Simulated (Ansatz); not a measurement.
Predict the output of the script below (the Ansatz DFT code, driven from Python).

`cas.py`:
```python
'''Active-space calculation on BGeH4(-).'''

import ansatz as az

BASIS = 'def2-SVP'
NET_CHARGE = -1


def main() -> None:
    geometry_ang = [
        ('B', [-1.0129, 0.0012, 0.0396]),
        ('Ge', [0.9628, 0.1019, 0.4381]),
        ('H', [-1.7009, 0.9435, 0.2228]),
        ('H', [-1.4802, -0.9994, -0.3792]),
        ('H', [1.6244, -1.2604, 0.1081]),
        ('H', [1.6068, 1.2133, -0.4294]),
    ]
    geometry = az.Crystal.molecule()
    for symbol, xyz in geometry_ang:
        geometry = geometry.atom(symbol, xyz)

    base = (
        geometry.calculation()
        .basis(gaussian=BASIS)
        .charge(NET_CHARGE)
        .correlation(active_electrons=4, active_orbitals=4)
    )
    for method in [None, 'sc_nevpt2', 'fic_mrcisd_q']:
        summary = (base if method is None else base.correlation(method)).run().report
        space = summary['configurations']
        state = space['states'][0]
        print(method or 'casscf', f'total {summary["free_energy_ev"] / 27.211386246:.6f} Ha, active-space state {state["energy"]["hartree"]:.6f} Ha, mean field {summary["reference_energy_ev"] / 27.211386246:.6f} Ha')
        print('  determinants', state['n_determinants'], ' natural occupations', [round(n, 3) for n in space['natural_occupations']])


if __name__ == '__main__':
    main()
```

Output of `python cas.py`:
```text
casscf total -2102.067015 Ha, active-space state -2102.067015 Ha, mean field -2102.034114 Ha
  determinants 36  natural occupations [1.976, 1.909, 0.092, 0.023]
sc_nevpt2 total -2102.376603 Ha, active-space state -2102.066991 Ha, mean field -2102.034114 Ha
  determinants 36  natural occupations [1.976, 1.908, 0.092, 0.024]
fic_mrcisd_q total -2102.404668 Ha, active-space state -2102.066991 Ha, mean field -2102.034114 Ha
  determinants 36  natural occupations [1.976, 1.908, 0.092, 0.024]
```

Total energies depend on the basis set; only differences at equal settings carry meaning. The geometry is a force-field or estimated start, not a minimum of this method, and the basis set is short of its limit. The active space starts as a window about the frontier orbitals and is then optimised, not chosen by chemistry. Anions want diffuse functions, which this basis lacks. It ran for 8.5 s on 1 thread of Arm Neoverse V1, with other jobs on the host, peak memory 0.22 GiB.
